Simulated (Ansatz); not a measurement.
# ZnTeC2: from a guess to a relaxed structure, part 2 of 2

The task: take a trial cell of ZnTeC2 to zero force and stress.

Ansatz 0.2.0; DFT PBE, scalar-relativistic, plane waves, PAW.

### 4 Full relaxation

The end of the coarse run is made exact in the group found at a tolerance of 0.06 Å and reduced to its primitive cell.

File input.yaml:

```yaml
crystal:
  lattice:
    - [3.2404564005, 0.0, 0.0]
    - [-1.6202282002, 2.8063175627, 0.0]
    - [0.0, 0.0, 5.7072651672]
  atoms:
    - { symbol: Zn, position: [0.0, 0.0, 0.5] }
    - { symbol: Te, position: [0.0, 0.0, 0.0] }
    - { symbol: C, position: [0.3333333333, 0.6666666667, 0.7625709031] }
    - { symbol: C, position: [0.6666666667, 0.3333333333, 0.2374290969] }
basis:
  ecutwfc: 420
kpoints:
  mp_grid: { grid: [18, 18, 8] }
hamiltonian:
  xc: pbe
scf:
  occupations: { method: gaussian, width: 0.1 }
output:
  forces: true
  stress: true
  eigenvalues: true
  write_density: true
  write_potential: true
  elf: true
  volumetric_format: npy
relax:
  adjacent_minimum: "off"
  f_tol: 0.01
  max_steps: 80
  cell: { stress_tol: 0.05 }
```

The run is started by

```sh
$ ansatz run input.yaml --threads 1 --pin off --max-ram 2048MiB --backend cpu --events-out ev --progress --plain --runs-dir out
```

Output:

```text
Warning: RAYON_NUM_THREADS=1 ignored (pool sized by the plan → 1); use --threads N
Engine: ansatz 0.2.0, aarch64-unknown-linux-gnu
Pseudopotentials: kind: paw
Pseudopotential: Zn, paw, valence charge 12, recommended cutoff 420 eV (normal), Zn.paw.azcp
Pseudopotential: Te, paw, valence charge 16, recommended cutoff 420 eV (normal), Te.paw.azcp
Pseudopotential: C, paw, valence charge 4, recommended cutoff 420 eV (normal), C.paw.azcp
Functional definition: PBE
  parameter kappa = 0.804
  parameter beta = 0.06672455060314922
  exchange = pbe_x(kappa = kappa, mu = beta*pi^2/3)
  correlation = pbe_c(beta = beta)
Crystal: 4 atoms, lattice volume = 51.900 Å³
Basis set: ecut = 420 eV, 1039 PW (Γ), exchange–correlation on 48×48×80 points (8 copies of the dense FFT grid, shifted against one another)
Bands: 22, of which v1, the nominal top of the filled ones, is band 18 counted from 1 (17 counted from 0)
Symmetry: 12 space group operations
Space group: P-3m1 (ITA 164), of the structure as read, at distance tolerance 3.7e-5 Å
k-points: 266 of 2592
Non-local potential: Zn, projectors of the file, l = 0: 2, l = 1: 2, l = 2: 3, l = 3: 1
Non-local potential: Te, projectors of the file, l = 0: 2, l = 1: 2, l = 2: 2, l = 3: 2
Non-local potential: C, projectors of the file, l = 0: 2, l = 1: 2, l = 2: 1
PAW form: soft (Blöchl's): semilocal exchange-correlation on the pseudo side does not see the compensation charge
PAW one-centre angular grid: Zn, 590 points (default); XC on 64 Gauss nodes
PAW one-centre angular grid: Te, 590 points (default); XC on 64 Gauss nodes
PAW one-centre angular grid: C, 110 points (default); XC on 64 Gauss nodes
Initial density: superposition of atomic densities (neutral atoms: chi_scale 0, normalization atom), corrected by the library's trained network
Initial wavefunctions: pseudopotential atomic-orbital guess
Functional: x = pbe(κ = 0.804, μ = 0.2195149727645171), c = pbe(β = 0.06672455060314922)
SCF iter   1: F=—  HF=-10793.862005 eV  |F-HF|=—  |Δ(HF+E_count)|=         —  Δρ=3.81e-3  dr2=1.23e-2  ethr=1.77e-3  ⟨swp⟩=5.4  Hψ=28176  notcnv=0
preconditioner: auto → Kerker (q_TF=auto, 2.567 Å⁻¹)  [metal: Δε(μ)=0.005 eV  Ē_g=9.877 eV  σ=0.100 eV  W_gap=0.03  n_scr=22 (ndim 8)  ℏωp=26.3 eV  f_vac=0.000  D(μ)=1.40/eV (n_scr^D=4)]
SCF iter   2: F=—  HF=-10793.860412 eV  |F-HF|=—  |Δ(HF+E_count)|=   1.59e-3  Δρ=2.14e-3  dr2=5.39e-3  ethr=3.42e-5  ⟨swp⟩=1.1  Hψ=8007  notcnv=0
SCF iter   3: F=—  HF=-10793.859656 eV  |F-HF|=—  |Δ(HF+E_count)|=   7.56e-4  Δρ=8.30e-4  dr2=2.95e-4  ethr=1.50e-5  ⟨swp⟩=2.3  Hψ=7774  notcnv=0
SCF iter   4: F=—  HF=-10793.859512 eV  |F-HF|=—  |Δ(HF+E_count)|=   1.44e-4  Δρ=3.70e-4  dr2=1.21e-4  ethr=8.19e-7  ⟨swp⟩=2.0  Hψ=8508  notcnv=0
SCF iter   5: F=—  HF=-10793.859488 eV  |F-HF|=—  |Δ(HF+E_count)|=   2.36e-5  Δρ=1.45e-4  dr2=2.30e-5  ethr=3.35e-7  ⟨swp⟩=2.1  Hψ=10427  notcnv=0
SCF iter   6: F=—  HF=-10793.859472 eV  |F-HF|=—  |Δ(HF+E_count)|=   1.64e-5  Δρ=6.68e-5  dr2=3.39e-6  ethr=6.38e-8  ⟨swp⟩=2.7  Hψ=8771  notcnv=0
SCF iter   7: F=—  HF=-10793.859472 eV  |F-HF|=—  |Δ(HF+E_count)|=   1.66e-7  Δρ=2.49e-5  dr2=2.82e-7  ethr=9.41e-9  ⟨swp⟩=2.0  Hψ=10633  notcnv=0
SCF iter   8: F=-10793.859471 eV  HF=-10793.859471 eV  |F-HF|=1.72e-8  |Δ(HF+E_count)|=   2.16e-7  Δρ=8.73e-6  dr2=3.91e-8  ethr=2.78e-10  ⟨swp⟩=9.2  Hψ=43482  notcnv=0
SCF 1 converged in 8 iterations: F = -10793.859471 eV  dr2 = 3.91e-8
relax step   1: F+E_penalty+E_count = -10793.85947133 eV  Δ(F+E_penalty+E_count) = +0.000e0 eV  max|allowed force component| = 1.561e-2 eV/Å  Δτ_max = 0.0000 Å  P = -0.068 GPa  Ω = 51.900 Å³  (8 SCF iters, dr2 threshold 1.00e-7 eV, accepted)
Crystal: 4 atoms, lattice volume = 51.859 Å³
Initial density: handed on by an earlier stage of this run
Initial wavefunctions: those handed on with the density
iter 1 solved again at ethr=2.63e-8 eV; its pass at ethr=3.10e-3 eV (dr2=9.47e-6 eV) is discarded
SCF iter   1: F=—  HF=-10793.859573 eV  |F-HF|=—  |Δ(HF+E_count)|=         —  Δρ=1.30e-4  dr2=9.83e-6  ethr=2.63e-8  ⟨swp⟩=2.1  Hψ=31253  notcnv=0
preconditioner: auto → Kerker (q_TF=auto, 2.567 Å⁻¹)  [metal: Δε(μ)=0.005 eV  Ē_g=9.858 eV  σ=0.100 eV  W_gap=0.03  n_scr=22 (ndim 8)  ℏωp=26.3 eV  f_vac=0.000  D(μ)=1.41/eV (n_scr^D=4)]
SCF iter   2: F=—  HF=-10793.859560 eV  |F-HF|=—  |Δ(HF+E_count)|=   1.37e-5  Δρ=7.01e-5  dr2=3.95e-6  ethr=2.63e-8  ⟨swp⟩=1.0  Hψ=5852  notcnv=0
SCF iter   3: F=—  HF=-10793.859559 eV  |F-HF|=—  |Δ(HF+E_count)|=   5.85e-7  Δρ=4.27e-5  dr2=5.92e-7  ethr=1.10e-8  ⟨swp⟩=2.0  Hψ=8540  notcnv=0
SCF iter   4: F=—  HF=-10793.859559 eV  |F-HF|=—  |Δ(HF+E_count)|=   4.11e-7  Δρ=1.13e-5  dr2=8.30e-8  ethr=1.64e-9  ⟨swp⟩=2.0  Hψ=8421  notcnv=0
SCF iter   5: F=-10793.859559 eV  HF=-10793.859559 eV  |F-HF|=5.93e-9  |Δ(HF+E_count)|=   6.70e-9  Δρ=3.49e-6  dr2=7.02e-9  ethr=4.59e-11  ⟨swp⟩=6.3  Hψ=36543  notcnv=0
SCF 2 converged in 5 iterations: F = -10793.859559 eV  dr2 = 7.02e-9
relax step   2: F+E_penalty+E_count = -10793.85955876 eV  Δ(F+E_penalty+E_count) = -8.742e-5 eV  max|allowed force component| = 2.041e-3 eV/Å  Δτ_max = 0.0015 Å  P = +0.011 GPa  Ω = 51.859 Å³  energy of the carried Pulay correction = +6.429e-5 eV  (5 SCF iters, dr2 threshold 1.65e-8 eV, accepted)
Crystal: 4 atoms, lattice volume = 51.870 Å³
iter 1 solved again at ethr=2.54e-8 eV; its pass at ethr=3.10e-3 eV (dr2=9.13e-6 eV) is discarded
SCF iter   1: F=—  HF=-10793.859575 eV  |F-HF|=—  |Δ(HF+E_count)|=         —  Δρ=1.21e-4  dr2=9.35e-6  ethr=2.54e-8  ⟨swp⟩=2.0  Hψ=31237  notcnv=0
preconditioner: auto → Kerker (q_TF=auto, 2.567 Å⁻¹)  [metal: Δε(μ)=0.006 eV  Ē_g=9.855 eV  σ=0.100 eV  W_gap=0.03  n_scr=22 (ndim 8)  ℏωp=26.3 eV  f_vac=0.000  D(μ)=1.41/eV (n_scr^D=4)]
SCF iter   2: F=—  HF=-10793.859561 eV  |F-HF|=—  |Δ(HF+E_count)|=   1.39e-5  Δρ=5.38e-5  dr2=2.48e-6  ethr=2.54e-8  ⟨swp⟩=2.1  Hψ=6968  notcnv=0
SCF iter   3: F=—  HF=-10793.859560 eV  |F-HF|=—  |Δ(HF+E_count)|=   5.45e-7  Δρ=1.72e-5  dr2=3.96e-7  ethr=6.88e-9  ⟨swp⟩=2.0  Hψ=6839  notcnv=0
SCF iter   4: F=—  HF=-10793.859560 eV  |F-HF|=—  |Δ(HF+E_count)|=   4.70e-8  Δρ=1.58e-5  dr2=1.20e-7  ethr=1.10e-9  ⟨swp⟩=2.0  Hψ=8636  notcnv=0
SCF iter   5: F=-10793.859560 eV  HF=-10793.859560 eV  |F-HF|=7.90e-9  |Δ(HF+E_count)|=   4.99e-8  Δρ=4.03e-6  dr2=1.41e-8  ethr=1.16e-10  ⟨swp⟩=8.9  Hψ=38106  notcnv=0
SCF 3 converged in 5 iterations: F = -10793.859560 eV  dr2 = 1.41e-8
relax step   3: F+E_penalty+E_count = -10793.85956023 eV  Δ(F+E_penalty+E_count) = -1.467e-6 eV  max|allowed force component| = 9.531e-4 eV/Å  Δτ_max = 0.0008 Å  P = -0.020 GPa  Ω = 51.870 Å³  energy of the carried Pulay correction = +4.714e-5 eV  (5 SCF iters, dr2 threshold 4.19e-8 eV, accepted)
Initial wavefunctions: pseudopotential atomic-orbital guess (no wavefunctions were taken with the density)
iter 1 solved again at ethr=3.71e-8 eV; its pass at ethr=3.10e-3 eV (dr2=1.34e-5 eV) is discarded
SCF iter   1: F=—  HF=-10793.859527 eV  |F-HF|=—  |Δ(HF+E_count)|=         —  Δρ=4.32e-6  dr2=1.34e-8  ethr=3.71e-8  ⟨swp⟩=3.1  Hψ=44502  notcnv=0
SCF iter   2: F=—  HF=-10793.859516 eV  |F-HF|=—  |Δ(HF+E_count)|=   1.17e-5  Δρ=2.76e-6  dr2=7.92e-9  ethr=3.73e-11  ⟨swp⟩=2.1  Hψ=10726  notcnv=0
SCF iter   3: F=—  HF=-10793.859516 eV  |F-HF|=—  |Δ(HF+E_count)|=  4.91e-10  Δρ=2.24e-6  dr2=1.68e-9  ethr=2.20e-11  ⟨swp⟩=2.0  Hψ=8541  notcnv=0
SCF iter   4: F=—  HF=-10793.859516 eV  |F-HF|=—  |Δ(HF+E_count)|=  9.17e-10  Δρ=7.52e-7  dr2=2.97e-10  ethr=4.66e-12  ⟨swp⟩=2.0  Hψ=8170  notcnv=0
SCF iter   5: F=—  HF=-10793.859516 eV  |F-HF|=—  |Δ(HF+E_count)|=  5.46e-12  Δρ=2.54e-7  dr2=5.17e-11  ethr=1.00e-12  ⟨swp⟩=2.8  Hψ=9981  notcnv=0
SCF iter   6: F=-10793.859516 eV  HF=-10793.859516 eV  |F-HF|=1.82e-12  |Δ(HF+E_count)|=  3.64e-12  Δρ=1.43e-7  dr2=7.53e-12  ethr=1.00e-12  ⟨swp⟩=6.5  Hψ=27657  notcnv=0
SCF 4 converged in 6 iterations: F = -10793.859516 eV  dr2 = 7.53e-12
relax step   4: F+E_penalty+E_count = -10793.85951578 eV  Δ(F+E_penalty+E_count) = +4.445e-5 eV  max|allowed force component| = 9.424e-4 eV/Å  Δτ_max = 0.0000 Å  P = -0.021 GPa  Ω = 51.870 Å³  stress off target by 3.09e-2 GPa  SCF on the basis re-selected at this cell (its energy is not comparable with the rows above)  (6 SCF iters)
basis re-selected at this cell: Δ(F+E_penalty+E_count) = +4.445e-5 eV, ΔP = -0.001 GPa vs the last step (what re-selecting the basis moved, of the pressure what is left beyond the Pulay correction that the steps carried, after the strain that the cell walked since its last selection, with what the two solves' SCF thresholds leave and, on support functions, any second-order correction that the steps lacked; it is no measure of the basis error at this ecutwfc). This SCF's stress stands 3.09e-2 GPa from its target on what of the cell is left free (relax.cell.stress_tol is 5.00e-2 GPa) and its largest allowed force component is 9.42e-4 eV/Å (relax.f_tol is 1.00e-2 eV/Å): within both
SCF converged after 6 iterations
Free energy (F): -10793.859516 eV
Harris-Foulkes:  -10793.859516 eV  (|F-HF|=1.82e-12)
Internal energy: -10793.852479 eV  (E = F + TS)
E sigma→0 (E₀):  -10793.855998 eV
Entropy (-TS):   -0.007037 eV (-1.759 meV/atom)
Fermi energy:    12.430470 eV
--- Per-component energies (eV) ---
  E_band       = -101.856954
  E_kinetic    = 481.619054
  E_local      = -2631.868153  (includes V_loc(G=0)·N_el)
  E_nonlocal   = 360.289487
  E_hartree    = 1376.955043
  E_xc         = -355.748815
  E_vxc        = -273.123217  (∫ρ·V_xc dr)
  E_paw        = -6690.007483  (= ΣΔE_a)
  E_vpaw       = -792.683566  (= ΣTr[D̂ρ^β])
  E_aug_tail   = -0.000540  (compensation charges beyond the density's cutoff)
  E_ewald      = -3335.091072
  E_smearing   = -0.007037  (= −TS)
  E_closure    = -0.000000  (closes the sum)
  Σ components = -10793.859516   (vs F -10793.859516, Δ=0.00e0)
--- Forces (eV/Å), atoms counted from 1 ---
  atom   1  Zn     0.00000000    -0.00000000     0.00000000
  atom   2  Te     0.00000000     0.00000000     0.00000000
  atom   3  C      0.00000000     0.00000000     0.00094244
  atom   4  C     -0.00000000    -0.00000000    -0.00094244
  max |Σ_I F_I| component: 3.70e-17 eV/Å
--- Stress (GPa, compression-positive) ---
       -0.016723      -0.000000      -0.000000
       -0.000000      -0.016723      -0.000000
       -0.000000      -0.000000      -0.030883
  P = ⅓ Tr σ = -0.0214 GPa (-0.214 kbar)
--- Band table (eV; the first three rows and the last of 266) ---
  k-point 0: bands = ["-25.9503", "-25.9427", "-25.9427", "-25.8926", "-25.8926", "-4.5834", "0.5887", "3.7538", "5.7615", "5.7615", "5.8067", "5.9241", "5.9241", "11.2901", "11.2901", "11.4823", "12.5654", "12.5654", "12.7870", "14.8745", "16.5594", "16.5594"]
  k-point 1: bands = ["-25.9503", "-25.9427", "-25.9427", "-25.8926", "-25.8926", "-4.5671", "0.4326", "4.0291", "5.7601", "5.7601", "5.8231", "5.9229", "5.9229", "10.8752", "11.3228", "11.3228", "12.5392", "12.5392", "13.2348", "14.9002", "16.5482", "16.5482"]
  k-point 2: bands = ["-25.9503", "-25.9427", "-25.9427", "-25.8926", "-25.8926", "-4.5264", "0.1148", "4.6673", "5.7566", "5.7566", "5.9048", "5.9201", "5.9201", "9.8183", "11.4082", "11.4082", "12.4686", "12.4686", "13.8236", "14.9694", "16.5210", "16.5210"]
  k-point 265: bands = ["-25.9182", "-25.9182", "-25.9168", "-25.9075", "-25.9075", "0.3475", "1.6301", "1.6301", "4.9345", "5.6164", "5.6164", "5.8208", "5.8208", "6.9261", "7.0795", "7.0795", "12.0508", "12.0508", "13.6801", "15.4544", "15.6477", "15.6477"]
--- Relaxed structure (3 steps of the walk, 3 accepted, 1 SCFs on fresh bases) ---
  F+E_penalty+E_count = -10793.85951578 eV   max|allowed force component| = 9.424e-4 eV/Å   (the final SCF, on the basis selected at the relaxed cell)
  cell:  # Å, volume = 51.8703 Å³
    - [3.240000266482624, -2.886353261549041e-11, -1.1154027901708679e-33]
    - [-1.6200001332163156, 2.8059225390567346, 2.196128919667692e-34]
    - [-2.1609577712082024e-33, -3.92901412946946e-34, 5.705558026577327]
  atoms:
    - { symbol: Zn, position: [-1.98608181419378e-34, -1.8944289087370743e-35, 0.5] }
    - { symbol: Te, position: [-1.1711567945056537e-34, 5.3615912493597396e-36, -4.7492193753169134e-21] }
    - { symbol: C, position: [0.3333333333333333, 0.6666666666666667, 0.7621646791004909] }
    - { symbol: C, position: [0.6666666666666667, 0.3333333333333333, 0.23783532089950904] }
```

Run time: 73 s. Hardware: 1 thread of Arm Neoverse V1, shared host; peak memory 0.55 GiB.

The steps of the relaxation:

```csv
step,E - E(step 1) (eV/cell),largest force component (eV/Å),pressure (GPa),volume (Å³)
1,0.0000,0.0156,-0.07,51.90
2,-0.0001,0.0020,0.01,51.86
3,-0.0001,0.0010,-0.02,51.87
4,0.0000,0.0009,-0.02,51.87
```

Step 1 is the start. Step 4 repeats the geometry before it on a plane-wave basis chosen anew for that cell, so its energy need not be comparable with the rows above.

|  | before | after | change |
| --- | --- | --- | --- |
| a (Å) | 3.240 | 3.240 | 0.0 % |
| b (Å) | 3.240 | 3.240 | 0.0 % |
| c (Å) | 5.707 | 5.706 | 0.0 % |
| volume (Å³/atom) | 12.98 | 12.97 | -0.1 % |
| shortest distance (Å) | 2.310 | 2.311 | 0.0 % |
| space group (0.01 Å) | P-3m1 | P-3m1 | same |

The run keeps the 12 symmetry operations of the start, so it could not have lowered the symmetry.

Density in a lattice plane of the grid's cell (edges 3.24 and 5.71 Å, at 0.000 of the third edge), which holds Zn and Te.

Values in e/Å³, 12 rows by 6 columns:
```
 7.33  2.09  0.42  0.25  0.42  2.09
 0.63  0.47  0.35  0.34  0.35  0.47
 0.22  0.23  0.29  0.36  0.29  0.23
 0.42  0.27  0.22  0.25  0.22  0.27
 5.55  1.08  0.20  0.14  0.20  1.08
41.41  3.47  0.23  0.11  0.23  3.47
 5.55  1.08  0.20  0.14  0.20  1.08
 0.42  0.27  0.22  0.25  0.22  0.27
 0.22  0.23  0.29  0.36  0.29  0.23
 0.63  0.47  0.35  0.34  0.35  0.47
 7.33  2.09  0.42  0.25  0.42  2.09
17.66  5.45  0.47  0.21  0.47  5.45
```
Columns run along the first of these edges and rows up along the second, over one cell in 6 and 12 even steps from the bottom left corner. Atoms in the plane (fractional): Zn at (1.00, 0.50), Te at (1.00, 1.00).

ELF in the same plane.

Ten even steps from ' ' (0.00) to '@' (0.64):
```
    ::++****==--==****++::  
::--++**##**++++++**##**++--
++++****##############****++
====++**##%%@@@@@@%%##**++==
------==**%%@@@@@@%%**==----
::::::--++##@@@@@@##++--::::
::::::::--++##%%##++--::::::
  ..::::::--======--::::::..
      ::::::::::::::::::    
      ..::::::..::::::..    
      ::::::::::::::::::    
  ..::::::--======--::::::..
::::::::--++##%%##++--::::::
::::::--++##@@@@@@##++--::::
------==**%%@@@@@@%%**==----
====++**##%%@@@@@@%%##**++==
++++****##############****++
::--++**##**++++++**##**++--
    ::++****==--==****++::  
++  ..==**++--::--++**==..  
```
Columns run along the first of these edges and rows up along the second, over one cell in 14 and 20 even steps from the bottom left corner. Atoms in the plane (fractional): Zn at (1.00, 0.50), Te at (1.00, 1.00).

Both are smooth fields of the valence electrons: close to the nuclei they are not physical.

Maxima of ELF outside the ion cores: 0.85 in the shell around C, 0.7 Å from C; 0.84 beside C, off the lines to its neighbours, 0.8 Å from C; 0.82 on the C–Te line, 0.7 Å from C.

### 5 Results

What follows sums up all 2 parts. Changes of volume or cell count from the first structure of part 1.

| quantity | value |
| --- | --- |
| symmetry at the end (tolerance 0.05 Å) | space group P-3m1 (No. 164) |
| conventional cell | a = 3.240 Å, b = 3.240 Å, c = 5.706 Å, α = 90.00°, β = 90.00°, γ = 120.00° |
| volume | 12.97 Å³/atom |
| energy over the elements | +1.76 eV/atom |
| gap on the mesh | none (metal) |

The space group P-3m1 (No. 164) is kept, and the volume per atom shrinks by 21.0 % from the first guess. The formation energy is positive, so the separate elements lie lower. No finished test with a distortion of lower symmetry is shown, so the end may be a saddle point. Spin-orbit coupling is left out for Te.
